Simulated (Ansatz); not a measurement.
# Ni: the cost of one run

Method: DFT PBEsol, PAW, plane waves, scalar-relativistic, in Ansatz 0.2.0.

## 1. The system as given

Symmetry: Fm-3m, No. 225, cubic system. The conventional cell has a = 3.529 Å, b = 3.529 Å, c = 3.529 Å, α = 90.00°, β = 90.00°, γ = 90.00°. Ni (site symmetry m-3m) is surrounded by 12 Ni at 2.50 Å.

As a file:

```
CELL_PARAMETERS angstrom
-1.76458 -3.52916 -1.76458
-1.76458 0.00000 -1.76458
1.76458 0.00000 -1.76458
ATOMIC_POSITIONS crystal
Ni 0.00000 0.00000 0.00000
Ni 0.50000 0.00000 0.50000
```

Atoms are counted from 1 in the order of input.yaml (Ni2 and so on).

Planned first: parallel moments, plain SCF; opposed moments +-, plain SCF; no spin polarisation; spin on, no moments given (the program may seed its own), plain SCF. Further starts follow from what these give.

“Plain SCF” means no search for lower states. 

Moments by site are taken inside atomic spheres; the rest lies between them.

## 2. Parallel moments, plain SCF

input.yaml

```yaml
crystal:
  lattice:
    - [-1.76458, -3.52916, -1.76458]
    - [-1.76458, 0.0, -1.76458]
    - [1.76458, 0.0, -1.76458]
  atoms:
    - { symbol: Ni, position: [0.0, 0.0, 0.0], spin: 2.0 }
    - { symbol: Ni, position: [0.5, 0.0, 0.5], spin: 2.0 }
magnetization:
  spin_polarized: true
hamiltonian:
  xc: pbesol
  pseudopotentials: { kind: paw }
basis:
  ecutwfc: 420
kpoints:
  mp_grid: { grid: [7, 12, 10] }
scf:
  occupations: { method: fermi_dirac, width: 0.1 }
  lower_state_search: "off"
output:
  forces: true
  stress: true
```

The run is started by

```
> ansatz run input.yaml --threads 2 --pin off --max-ram 5120MiB --backend cpu --events-out ev --progress --plain --runs-dir out
```

Q: Estimate wall time and peak memory on 2 threads of Arm Neoverse V1, shared host.

About 12 s, with a peak of 0.45 GiB.
